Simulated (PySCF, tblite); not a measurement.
**C3H6NSi radical: geometry, infrared bands and EPR parameters**

What infrared bands and EPR parameters should C3H6NSi radical (`C1=NC[SiH]C1`) show?

The runs use tblite 0.8.0 and PySCF 2.14.0, with density-fitted response routines of our own; the level of theory stands in each step. All values are computed, except where a source is named. Atoms are numbered from 0 throughout.

**1. The starting structure**

11 atoms, charge 0, multiplicity 2; geometry from: force field or distance geometry start.

Bonds of the start (Å): C0–N1 1.22, N1–C2 1.40, C2–Si3 1.92, Si3–C4 1.88, C4–C0 1.48, C0–H5 1.13, C2–H6 1.10, C2–H7 1.11, Si3–H8 1.48, C4–H9 1.11, C4–H10 1.12.

**2. Relaxing the molecule with GFN2-xTB**

Job settings and geometry (Å):

```
{"job": {"kind": "relax", "xc": "GFN2-xTB", "basis": "xTB"}, "charge": 0, "multiplicity": 2}
C     -0.464500    -1.007600     0.431800
N      0.737300    -1.018300     0.244600
C      1.417700    -0.002100    -0.438700
Si     0.107800     1.384500    -0.251900
C     -1.268500     0.118100    -0.088700
H     -1.003200    -1.830700     0.990200
H      1.484500    -0.216500    -1.518900
H      2.369200     0.327600     0.019600
H      0.356600     1.911800     1.106100
H     -2.074400     0.451900     0.589800
H     -1.657100    -0.116200    -1.110000
```

Launch:

```sh
OMP_NUM_THREADS=1 python probes_run.py task.json out
```

The driver reads the jobs from task.json and runs them one after another.

**Question.** This job is followed by: GFN2-xTB harmonic vibrations, gas phase; UKS B3LYP, pcH-1 on C H N Si, non-relativistic, mean-field spin-orbit, GIAO. Predict these results of the whole session: strongest single infrared mode (GFN2-xTB); zero-point energy (GFN2-xTB); g(iso) (B3LYP); ⟨S²⟩; largest a(iso) (averaged by class); potential on the surface of density 0.002 e/bohr³, 1st and 99th percentile.

As calculated:

| quantity | value |
| --- | --- |
| strongest single infrared mode (GFN2-xTB) | 2210 cm⁻¹, 356 km/mol |
| zero-point energy (GFN2-xTB) | 51.4 kcal/mol |
| g(iso) (B3LYP) | 2.00382 |
| ⟨S²⟩ | 0.751 (exact 0.75) |
| largest a(iso) (averaged by class) | 29Si on Si3, -483.3 MHz |
| potential on the surface of density 0.002 e/bohr³, 1st and 99th percentile | -1.73 V and 0.89 V |

In words: Over 53 steps the energy fell by 0.512 eV; of the close pairs, C0–H5 changed most, 1.131 to 1.084 Å. All 27 modes are real, so the xTB geometry is a minimum. The strongest single mode, at 2210 cm⁻¹, moves mainly H8. GFN2-xTB is a fitted tight-binding method: band positions and strengths are rough. Its intensities can rank the bands wrongly. Most of the unpaired spin sits on Si3 (0.93 e). The isotropic g lies 1.5 ppt above the free-electron value. The conformer search found further structures of the same energy, which may be mirror or relabelled copies of this one.
